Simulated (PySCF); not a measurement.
# [Bi(H2O)2]3+: other functionals and bases at one geometry

An exercise on one series of results from a longer session: the logs are not shown, and one member is left open.

Computed with PySCF 2.14.0. Level: several levels, as the steps say, no spin–orbit coupling.

1 further run of the same task is left out (for a known fault of the program).

## Where the work starts

7 atoms, charge 3, spin multiplicity 1.

Bond lengths: Bi1–O2 2.214 Å, Bi1–O5 2.214 Å, O2–H3 1.000 Å, O2–H4 0.997 Å, O5–H6 1.000 Å, O5–H7 0.996 Å. Angles: O2–Bi1–O5 96.8°, Bi1–O2–H3 123.4°, Bi1–O2–H4 130.8°, H3–O2–H4 105.8°, Bi1–O5–H6 123.4°, Bi1–O5–H7 130.8°, H6–O5–H7 105.8°.

As a file:

```
Bi    1.25048   -0.34840    0.01666
O    -0.13959    0.19607    1.65170
H     0.12875    0.22837    2.61471
H    -1.10618    0.43867    1.63088
O    -0.16595   -0.01540   -1.65186
H     0.05974   -0.19225   -2.60943
H    -1.10242    0.32484   -1.65266
```

Formal oxidation states: Bi +3. An earlier session relaxed this geometry at PBE0, Bi def2-SVP with ECP60, O def2-SVP, H def2-SVP (singlet, point group C2).

At PBE0 on the finer grid: E = -365.793510 Eh, HOMO -27.49 eV, LUMO -21.51 eV, Mulliken charge on Bi1 +2.16 e, largest force component 0.017 eV/Å. 

Levels to run: TPSSh; M06-L; PBE0, TZVP. Hardware: 2 threads of Intel Xeon Platinum 8488C (Sapphire Rapids), shared host.

Set-up of the first run:

run.py (the lines that set the calculation)

```python
mol = gto.M(atom='''
Bi     1.25048    -0.34840     0.01666
O     -0.13959     0.19607     1.65170
H      0.12875     0.22837     2.61471
H     -1.10618     0.43867     1.63088
O     -0.16595    -0.01540    -1.65186
H      0.05974    -0.19225    -2.60943
H     -1.10242     0.32484    -1.65266''',
    basis={'Bi': 'def2-SVP', 'O': 'def2-SVP', 'H': 'def2-SVP'},
    ecp={'Bi': 'def2-SVP'},
    charge=3, spin=0)
mf = dft.RKS(mol, xc='TPSSH')
mf.grids.atom_grid = (75, 302)
mf = mf.density_fit()  # fitting sets: Bi def2-universal-JKFIT, O def2-universal-JKFIT, H def2-universal-JKFIT
mf.conv_tol = 1e-08; mf.max_cycle = 55
mf.kernel(dm0)  # dm0: the density of the relaxed state
```

The run is started by

```bash
$ OMP_NUM_THREADS=2 python run.py
```

Among the steps run: TPSSh; M06-L; PBE0, TZVP.

One of the session's tables, all rows but one given; the rest of the session is left out.

```
              level  HOMO (eV)  gap (eV)  charge on Bi1 (e)  dipole (D)  largest force component (eV/Å)
PBE0 (relaxed here)     -27.49      5.98               2.16        6.61                            0.02
              TPSSh          ?         ?                  ?           ?                               ?
              M06-L     -26.06      4.10               2.20        6.51                            0.38
         PBE0, TZVP     -27.50      6.03               2.14        6.68                            0.70
```

Q: Estimate the row for TPSSh from the others.

The run gave: HOMO (eV): -26.51; gap (eV): 4.68; charge on Bi1 (e): 2.13; dipole (D): 6.77; largest force component (eV/Å): 0.24. In the column «HOMO (eV)» it lies between PBE0 (relaxed here) (-27.49) and M06-L (-26.06).

The dipole of a charged species depends on the origin, so these sizes hold for this origin alone.

In one basis the HOMO–LUMO gap runs from 4.10 eV (M06-L) to 5.98 eV (PBE0). The largest leftover force, 0.70 eV/Å with PBE0, TZVP, stands at a geometry relaxed at another level. Total energies of different levels can't be compared.
